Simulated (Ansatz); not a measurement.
**ScCu: pressure up to the limit of the methods**

An exercise on one series of results from a longer session: the logs are not shown, and one member is left open.

Method: DFT, PBEsol, PAW with Ansatz's default frozen-core files, scalar-relativistic, in Ansatz 0.2.0.

### The system as given

It takes space group Pm-3m (No. 221, cubic). The conventional cell has a = 3.241 Å, b = 3.241 Å, c = 3.241 Å, α = 90.00°, β = 90.00°, γ = 90.00°. Sc (site symmetry m-3m) is surrounded by 8 Cu at 2.81 Å. Cu (site symmetry m-3m) has 8 Sc at 2.81 Å as nearest neighbours.

As a file:

```cif
data_structure
_symmetry_space_group_name_H-M 'Pm-3m'
_symmetry_Int_Tables_number 221
_cell_length_a 3.2409
_cell_length_b 3.2409
_cell_length_c 3.2409
_cell_angle_alpha 90.000
_cell_angle_beta 90.000
_cell_angle_gamma 90.000
_cell_volume 34.04
loop_
_atom_site_label
_atom_site_type_symbol
_atom_site_symmetry_multiplicity
_atom_site_Wyckoff_symbol
_atom_site_fract_x
_atom_site_fract_y
_atom_site_fract_z
_atom_site_occupancy
Sc1 Sc 1 b 0.50000 0.50000 0.50000 1
Cu1 Cu 1 a 0.00000 0.00000 0.00000 1
```

The file gives the conventional cell by its symmetry; the runs use the cell typed in the input.

Whether this phase is the stable one at these pressures isn't tested.

Atoms are numbered in the order of the input: Sc1, Cu2.

The first run:

input.yaml reads:

```yaml
crystal:
  lattice:
    - [3.24086813, 0.0, 0.0]
    - [0.0, 3.24086813, 0.0]
    - [0.0, 0.0, 3.24086813]
  atoms:
    - { symbol: Sc, position: [0.5, 0.5, 0.5] }
    - { symbol: Cu, position: [0.0, 0.0, 0.0] }
kpoints:
  mp_grid: { grid: [11, 11, 11] }
scf:
  occupations: { method: fermi_dirac, width: 0.05 }
hamiltonian:
  xc: pbesol
  pseudopotentials: { kind: paw }
output:
  forces: true
  stress: true
relax:
  f_tol: 0.01
  max_steps: 30
```

The run is started by

```bash
ansatz run input.yaml --threads 1 --pin off --max-ram 2048MiB --backend cpu --events-out ev --progress --plain --runs-dir out
```

Among the steps run: Atoms relaxed at the given volume, PAW; Volume scaled by 1, PAW; Atoms relaxed at 0.7 of the volume, PAW; Volume scaled by 0.7, PAW; Atoms relaxed at 0.65 of the volume, PAW; Volume scaled by 0.65, PAW; Atoms relaxed at 0.5 of the volume, PAW; Volume scaled by 0.5, PAW.

One table of the session follows, with a row left open; its other results are not shown here.

| method | volume over the first | volume (Å³/atom) | pressure (GPa) |
| --- | --- | --- | --- |
| PAW | 1 | 17.020 | -2.76 |
| PAW | 0.7 | ? | ? |
| PAW | 0.65 | 11.063 | 88.30 |
| PAW | 0.5 | 8.510 | 241.37 |

**Question.** Estimate the row for PAW, 0.7.

As computed: volume (Å³/atom): 11.914; pressure (GPa): 62.37. In the column «volume (Å³/atom)» it lies between PAW, 0.65 (11.063) and PAW, 1 (17.020).

Caveats from the session: Warnings in the runs' records: stress scf threshold loose.
